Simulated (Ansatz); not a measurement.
# C3H9CdNS: a ladder of functionals and wavefunction methods

Aim: compute C3H9CdNS with functionals from several rungs and with coupled cluster, and see how far each lands from CCSD(T) at the basis-set limit for the atomisation energy.

Computed with Ansatz 0.2.0, Gaussian basis. Level: functionals in def2-TZVPP, the program's frozen cores in correlated methods.

Plan: LDA (SPW92), PBE-D4, revPBE-D4, BLYP-D4, r2SCAN-D4, B97M-V, PBE0-D4, B3LYP-D4, r2SCANh-D4, r2SCAN0-D4, HSE06-D4, BHLYP-D4, CAM-B3LYP-D4, LC-ωPBE, ωB97X-V, ωB97M-V, B2PLYP, PBE-QIDH; CCSD(T)/def2-SVP; CCSD(T)/def2-TZVPP; MP2/def2-QZVPP; extrapolation to the limit; RPA on PBE.

**1. The geometry**

The geometry comes from an earlier relaxation with PBE0-D4 in a triple-zeta def2 set; it is a stationary point, not always the lowest conformer. Cd takes the def2 core potential; no spin-orbit term is included.

SMILES `C[S][Cd][N](C)C`, 15 atoms, charge 0, spin multiplicity 1.

Atoms are counted from 1 here; the program's logs count them from 0.

Bond lengths: C1–S2 1.822 Å, C1–H7 1.091 Å, C1–H8 1.089 Å, C1–H9 1.089 Å, S2–Cd3 2.323 Å, Cd3–N4 2.006 Å, N4–C5 1.438 Å, N4–C6 1.438 Å, C5–H10 1.093 Å, C5–H11 1.102 Å, C5–H12 1.104 Å, C6–H13 1.104 Å, C6–H14 1.102 Å, C6–H15 1.093 Å. Angles: S2–C1–H7 106.3°, S2–C1–H8 111.9°, S2–C1–H9 111.9°, H7–C1–H8 108.4°, H7–C1–H9 108.4°, H8–C1–H9 109.8°, C1–S2–Cd3 103.2°, S2–Cd3–N4 174.2°, Cd3–N4–C5 121.2°, Cd3–N4–C6 121.2°, C5–N4–C6 111.9°, N4–C5–H10 111.4°, N4–C5–H11 110.5°, N4–C5–H12 113.5°, H10–C5–H11 107.0°, H10–C5–H12 107.5°, H11–C5–H12 106.6°, N4–C6–H13 113.5° and more.

As a file:

```
C     0.20837   -2.08032    3.08948
S     0.09842   -2.82267    1.42968
Cd    0.00413   -0.97310    0.02658
N    -0.09003    0.49364   -1.33830
C     1.07928    1.24844   -1.70131
C    -1.29854    1.24674   -1.54088
H     0.25638   -2.91179    3.79344
H     1.10859   -1.47852    3.20744
H    -0.66962   -1.48068    3.32614
H     1.99009    0.65608   -1.57991
H     1.02975    1.55059   -2.75983
H     1.20482    2.17564   -1.11493
H    -1.34552    2.17385   -0.94288
H    -1.39214    1.54893   -2.59642
H    -2.18400    0.65317   -1.29832
```

**2. LDA**

This LDA is Slater exchange with PW92 correlation.

Input file in.yaml:

```yaml
crystal:
  periodic: [false, false, false]
  atoms:
    - {symbol: C, position_ang: [0.208372, -2.080317, 3.089478]}
    - {symbol: S, position_ang: [0.098424, -2.822673, 1.429681]}
    - {symbol: Cd, position_ang: [0.004135, -0.973096, 0.026577]}
    - {symbol: N, position_ang: [-0.090032, 0.493639, -1.338297]}
    - {symbol: C, position_ang: [1.079281, 1.248443, -1.701309]}
    - {symbol: C, position_ang: [-1.298541, 1.246743, -1.540879]}
    - {symbol: H, position_ang: [0.256383, -2.911787, 3.793440]}
    - {symbol: H, position_ang: [1.108588, -1.478521, 3.207436]}
    - {symbol: H, position_ang: [-0.669616, -1.480681, 3.326143]}
    - {symbol: H, position_ang: [1.990090, 0.656076, -1.579913]}
    - {symbol: H, position_ang: [1.029755, 1.550586, -2.759825]}
    - {symbol: H, position_ang: [1.204816, 2.175644, -1.114927]}
    - {symbol: H, position_ang: [-1.345523, 2.173851, -0.942877]}
    - {symbol: H, position_ang: [-1.392142, 1.548934, -2.596419]}
    - {symbol: H, position_ang: [-2.184001, 0.653170, -1.298319]}
basis:
  gaussian: {orbitals: def2-TZVPP}
hamiltonian: {xc: lda}
output: {orbitals: {seedname: orbitals}}
```

On the command line:

```
ansatz run in.yaml --threads 2 --pin off --events-out ev --progress --plain --max-ram 20480MiB --backend cuda --devices 0, --max-vram 18GiB
```

After this run come: PBE-D4 (GGA); revPBE-D4 (GGA); BLYP-D4 (GGA); r2SCAN-D4 (meta-GGA); B97M-V (meta-GGA); B3LYP-D4 (hybrid); r2SCANh-D4 (hybrid); r2SCAN0-D4 (hybrid); HSE06-D4 (hybrid); BHLYP-D4 (hybrid); CAM-B3LYP-D4 (range-separated); LC-ωPBE (range-separated); ωB97X-V (range-separated); ωB97M-V (range-separated); B2PLYP (double hybrid); PBE-QIDH (double hybrid); CCSD(T) in def2-SVP; CCSD(T) in def2-TZVPP; MP2 in def2-QZVPP; RPA on PBE orbitals.

**Question.** What will the summary of the whole plan be? Wanted: atomisation energy, CCSD(T)/CBS; farthest beyond LDA; mean size of error, GGA; mean size of error, meta-GGA; mean size of error, hybrid; mean size of error, range-separated; mean size of error, double hybrid; gap, smallest and largest; T1 diagnostic.

As calculated:

| quantity | value |
| --- | --- |
| atomisation energy, CCSD(T)/CBS | 5110.9 kJ/mol |
| functionals within 25.6 kJ/mol (0.5 %) | revPBE-D4, BLYP-D4, r2SCAN-D4, B97M-V, B3LYP-D4, r2SCANh-D4, LC-ωPBE, PBE-QIDH |
| farthest beyond LDA | BHLYP-D4 (-136.7 kJ/mol) |
| mean size of error, GGA | 45.8 kJ/mol |
| mean size of error, meta-GGA | 11.6 kJ/mol |
| mean size of error, hybrid | 44.3 kJ/mol |
| mean size of error, range-separated | 27.3 kJ/mol |
| mean size of error, double hybrid | 41.1 kJ/mol |
| gap, smallest and largest | 2.72 eV (LDA (SPW92)), 9.47 eV (LC-ωPBE) |
| T1 diagnostic | 0.0141 |
| triples share of the correlation energy | 3.6 % |

What this shows: The LDA atomisation energy is off by 770.0 kJ/mol (15 %): it overbinds. PBE-D4 is off by +115.6 kJ/mol. Double hybrids carry the basis error of their MP2 part in triple zeta, and no dispersion term here, so their miss is partly the set-up's. Taken by rung, meta-GGA functionals do best (11.6 kJ/mol on average) and GGA ones worst beyond LDA (45.8 kJ/mol). Misses under about 25.6 kJ/mol are within the doubt on the reference itself, which lacks core-valence correlation, spin-orbit coupling and higher excitations. All levels share the lack of spin-orbit coupling, which lowers the free heavy atoms and so the true binding. Hartree-Fock recovers 71 % of the binding; the rest is correlation. CCSD(T) in def2-SVP is off by -262.7 kJ/mol, worse than the median functional, from the basis alone. Orbital gaps span 2.7 to 9.5 eV; exact exchange widens them. Correlated methods include outer-core shells of Cd, which these sets cover unevenly.
